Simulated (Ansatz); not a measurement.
This script makes vertical energies of changing the electron count of ClH₅OSi₂, SMILES [SiH3]O[SiH2]Cl with the Python package of Ansatz (0.2.0).

The script, `clh5osi2_ip.py`:
```python
# -*- coding: utf-8 -*-
"""Vertical ionisation energy and electron affinity of ClH5OSi2."""

import ansatz as az

BASIS = "def2-SVPD"
XC = "r2scan"


def energy(molecule, charge=0, unpaired=0):
    calc = molecule.calculation().basis(gaussian=BASIS).functional(XC)
    if charge:
        calc = calc.charge(charge)
    if unpaired:
        calc = calc.spin("collinear", total=unpaired)
    report = calc.run(threads=1).report
    if report["published_state_doubts"]:
        print("  doubts:", report["published_state_doubts"])
    return report["free_energy_ev"]

GEOMETRY = """
Si    0.47800    1.44120    0.30200
O     0.49110   -0.16500    0.24670
Si   -0.46940   -1.41070   -0.30290
Cl    0.65890   -3.11400    0.15430
H     0.33500    2.00280   -1.11090
H     1.64920    2.03500    0.94010
H    -0.74230    1.91300    1.05630
H    -1.69960   -1.42430    0.41460
H    -0.61240   -1.32430   -1.71720
"""


def main():
    molecule = az.Crystal.molecule()
    for line in GEOMETRY.strip().splitlines():
        symbol, *xyz = line.split()
        molecule = molecule.atom(symbol, [float(v) for v in xyz])

    # total-energy differences at one geometry
    parent = energy(molecule, 0, 0)
    cation = energy(molecule, 1, 1)
    print(f"E(N)   = {parent:.5f} eV")
    print(f"E(N-1) = {cation:.5f} eV  (1 unpaired)")
    print(f"vertical ionisation energy {cation - parent:.3f} eV")
    anion = energy(molecule, -1, 1)
    print(f"E(N+1) = {anion:.5f} eV  (1 unpaired)")
    print(f"vertical electron affinity {parent - anion:.3f} eV" + ("" if anion < parent else " (unbound in this basis)"))
    print(f"fundamental gap IP - EA = {cation + anion - 2 * parent:.3f} eV")


if __name__ == "__main__":
    main()
```

What does it cost to change the electron count at this fixed geometry?

At this unrelaxed geometry removing an electron costs 10.48 eV and an added one is unbound in this basis (by 0.92 eV).

What the script printed:

```console
$ python clh5osi2_ip.py
E(N)   = -30396.04761 eV
E(N-1) = -30385.56691 eV  (1 unpaired)
vertical ionisation energy 10.481 eV
E(N+1) = -30395.12334 eV  (1 unpaired)
vertical electron affinity -0.924 eV (unbound in this basis)
fundamental gap IP - EA = 11.405 eV
```

Reading the output:
- The settings weren't tested for convergence.
- The geometry is a force-field or estimated start, not a minimum of this method, and the basis set is short of its limit. All parts are taken at fixed geometry, without zero-point energy. At an unrelaxed start these energies can be a whole eV from those at the minimum, and a small affinity can change sign.
- A negative electron affinity means that the anion is unbound here; its size hangs on the basis and tends to about zero as the basis grows, and so does its part in any gap built on it.
- Wall time of the script: 62 s on 1 thread of Intel(R) Xeon(R) 6975P-C (Granite Rapids), with other jobs on the host, peak memory 0.5 GiB.

(A comment or docstring line of the script was reworded after the run, the code is as it ran; lines on the test bed's own set-up are left out of the output.)
